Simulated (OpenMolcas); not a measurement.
# C8H7N (indole): HF/6-31G(d) (spherical functions)

Aim: the energy change on altering one bond length of C8H7N (indole) at HF/6-31G* (spherical functions), from 2 runs. 

Program for the calculation: OpenMolcas 26.06.

## 1. The structure to begin with

C8H7N has 16 atoms, charge 0, and is taken as a singlet. As SMILES, `c1ccc2[nH]ccc2c1`. Geometry: relaxed at GFN2-xTB.

Some bond lengths: C1–C2 1.398 Å, C2–C3 1.378 Å, C3–C4 1.389 Å, C4–N5 1.365 Å, N5–C6 1.368 Å, C6–C7 1.360 Å, C4–C8 1.417 Å, C7–C8 1.423 Å, C1–C9 1.376 Å, C8–C9 1.395 Å, C1–H10 1.080 Å, C2–H11 1.080 Å, C3–H12 1.081 Å, N5–H13 1.006 Å, C6–H14 1.074 Å, C7–H15 1.072 Å. Some angles: C1–C2–C3 121.3°, C2–C1–C9 121.4°, C2–C3–C4 117.5°, C3–C4–N5 130.6°, C3–C4–C8 121.8°, N5–C4–C8 107.5°, C4–N5–C6 109.0°, N5–C6–C7 109.9°, C6–C7–C8 107.0°, C4–C8–C7 106.5°.

## 2. Energy and gradient at HF/6-31G(d) (spherical functions)

Input file job.inp:

```
* C8H7N Hartree-Fock
&gateway
baslib=$CurrDir
coord
16
bohr
C      0.79519675    -2.66404140     3.05837055
C      2.85282504    -2.62324222     1.40162876
C      2.86134771    -1.09740176    -0.70896855
C      0.74768904     0.40003612    -1.13209713
N      0.22268533     2.06860760    -3.02800266
C     -2.11600193     3.09389741    -2.62312883
C     -3.14191535     2.11598303    -0.47883770
C     -1.35175889     0.37960818     0.52838632
C     -1.30447794    -1.18487718     2.64947162
H      0.86866930    -3.89037917     4.68912861
H      4.46438348    -3.81407203     1.78966513
H      4.45143886    -1.06472839    -1.98965484
H      1.37084513     2.48189070    -4.48484922
H     -2.87839304     4.46043396    -3.91432200
H     -4.95346350     2.56596462     0.30757182
H     -2.88906999    -1.22767947     3.93563811
basis=6-31Gs
group=NoSym
&seward
&scf
prorbitals=1 1
&alaska
```

The basis set 6-31G* is read from a file made from the Basis Set Exchange's data (not shown).

On the command line:

```sh
$ export MOLCAS_MEM=1860
$ pymolcas job.inp > job.log
```

The log of the run:

```text
--- Start Module: gateway ---
[...]
--- Stop Module: gateway /rc=_RC_ALL_IS_WELL_ ---
[...]
      Basis functions          140
[...]
--- Start Module: scf ---
[...]
       Convergence after  13 Iterations
[...]
::    Total SCF energy                               -361.4657194358
[...]
      Total spin, S                                     0.0000000000
[...]
      Total electronic charge=   62.000000
      Total            charge=   -0.000000
[...]
      Dipole Moment (debye):
      Origin of the operator (angstrom)=   -0.0196    0.0430   -0.0440
                   X=  4.7982E-01               Y=  1.0412E+00               Z= -1.8064E+00           Total=  2.1395E+00
      Quadrupole Moment (debye*angstrom):
[...]
--- Stop Module: scf /rc=_RC_ALL_IS_WELL_ ---
[...]
--- Start Module: alaska ---
[...]
 *              Molecular gradients               *
 **************************************************
  Irreducible representation: a
 ------------------------------------------------------------------------------------------
                              X                       Y                       Z
 ------------------------------------------------------------------------------------------
  C1                2.88415689405608E-03    4.12673945827002E-03   -7.70446104229450E-03
  C2               -5.32611987256892E-03    8.62066307659504E-04    2.85029757006017E-03
  C3               -4.94459987310947E-03    1.75845318725898E-03    1.44123909114402E-03
  C4                7.35484363848560E-03    3.25597999370042E-03   -1.02776309826540E-02
  N5               -7.97623402221204E-03   -3.79242843000505E-03    1.12174840698440E-02
  C6                8.91076624510134E-03    1.90303710567719E-04   -7.00010003429341E-03
  C7                4.20982784983437E-03   -1.13757108585211E-02    1.21561780097483E-02
  C8               -1.45239228707528E-02    4.32176862166223E-03    5.55046012599769E-03
[...]
--- Stop Module: alaska /rc=_RC_ALL_IS_WELL_ ---
[...]
```

Wall time 64 s (1 thread of Arm Neoverse N1, shared host); peak memory 1.1 GiB.

## 3. The distorted shape at the same level

Input file job.inp:

```
* C8H7N Hartree-Fock
&GATEWAY
BasLib=$CurrDir
Coord
16
bohr
C     -0.81632578    -1.47323805     2.67034364
C      1.24130251    -1.43243886     1.01360185
C      1.24982517     0.09340160    -1.09699546
C     -0.86383350     1.59083948    -1.52012404
N     -1.38883721     3.25941096    -3.41602957
C     -3.72752447     4.28470076    -3.01115575
C     -4.75343788     3.30678639    -0.86686462
C     -2.96328143     1.57041154     0.14035941
C     -2.91600048     0.00592618     2.26144470
H     -0.74285323    -2.69957581     4.30110170
H      4.46438348    -3.81407203     1.78966513
H      2.83991632     0.12607497    -2.37768176
H     -0.24067741     3.67269406    -4.87287613
H     -4.48991557     5.65123731    -4.30234892
H     -6.56498604     3.75676798    -0.08045509
H     -4.50059253    -0.03687612     3.54761120
Basis=6-31Gs
Group=NoSym
&SEWARD
&SCF
PrOrbitals=1 1
&ALASKA
```

The basis set 6-31G* is read from a file made from the Basis Set Exchange's data (not shown).

On the command line:

```sh
$ export MOLCAS_MEM=1860
$ pymolcas job.inp > job.log
```

The log of the run:

```text
--- Start Module: gateway ---
[...]
--- Stop Module: gateway /rc=_RC_ALL_IS_WELL_ ---
[...]
      Basis functions          140
[...]
--- Start Module: scf ---
[...]
       Convergence after  14 Iterations
[...]
::    Total SCF energy                               -361.2778181277
[...]
      Total spin, S                                     0.0000000000
[...]
      Total electronic charge=   62.000000
      Total            charge=   -0.000000
[...]
      Dipole Moment (debye):
      Origin of the operator (angstrom)=   -0.8650    0.6677   -0.2475
                   X= -1.1587E+00               Y=  2.3095E+00               Z= -2.2808E+00           Total=  3.4465E+00
      Quadrupole Moment (debye*angstrom):
[...]
--- Stop Module: scf /rc=_RC_ALL_IS_WELL_ ---
[...]
--- Start Module: alaska ---
[...]
 *              Molecular gradients               *
 **************************************************
  Irreducible representation: a
 ------------------------------------------------------------------------------------------
                              X                       Y                       Z
 ------------------------------------------------------------------------------------------
  C1               -1.51851313148784E-02    2.23644267574006E-02   -1.88080684272585E-02
  C2               -2.82237700548436E-02    1.74299180289079E-02   -2.16948260106520E-03
  C3               -2.83047560771958E-02    1.50863964711102E-02    1.22286923018766E-03
  C4                1.17021527667758E-02    4.20971147137372E-03   -1.49569848042832E-02
  N5               -9.55737811630053E-03   -3.08195867129157E-03    1.14635421331784E-02
  C6                8.20483760683333E-03    1.06589677670499E-03   -7.65940343836391E-03
  C7                4.39976741635917E-03   -1.11458266223612E-02    1.16919564464633E-02
  C8               -1.33434572431703E-02    3.43926310710374E-03    5.84934557650385E-03
[...]
--- Stop Module: alaska /rc=_RC_ALL_IS_WELL_ ---
[...]
```

Wall time 64 s (1 thread of Arm Neoverse N1, shared host); peak memory 1.1 GiB.

## 4. Results

Level: HF/6-31G* (spherical functions).

| quantity | value |
| --- | --- |
| first shape: total energy | -361.46572 Eh |
| first shape: dipole moment | 2.14 D |
| first shape: HOMO energy | -7.50 eV |
| first shape: LUMO energy | 3.72 eV |
| first shape: HOMO–LUMO gap | 11.22 eV |
| first shape: largest force on an atom | 0.883 eV/Å |
| distorted shape: total energy | -361.27782 Eh |
| distorted shape: dipole moment | 3.45 D |
| distorted shape: HOMO energy | -7.89 eV |
| distorted shape: LUMO energy | 1.61 eV |
| distorted shape: HOMO–LUMO gap | 9.51 eV |
| distorted shape: largest force on an atom | 4.288 eV/Å |
| energy change with the C2–H11 bond stretched from 1.080 to 2.160 Å | 5.113 eV |

**Reading.** One bond (distorted shape) is far stretched, which a spin-restricted single reference describes badly; a broken-symmetry solution may lie lower. With the C2–H11 bond stretched from 1.080 to 2.160 Å the energy rises by 5.11 eV (118 kcal/mol). The first shape isn't relaxed at this level, so the change isn't measured from a minimum. A restricted reference can't describe the breaking bond well at this length. The largest force (first shape) is 0.88 eV/Å: the shape isn't a stationary point for this species at this level. Mulliken charges (first shape) run from -0.85 on N5 to +0.40 on H13; they depend strongly on the basis. Mulliken charges (distorted shape) run from -0.85 on N5 to +0.40 on H13; they depend strongly on the basis.
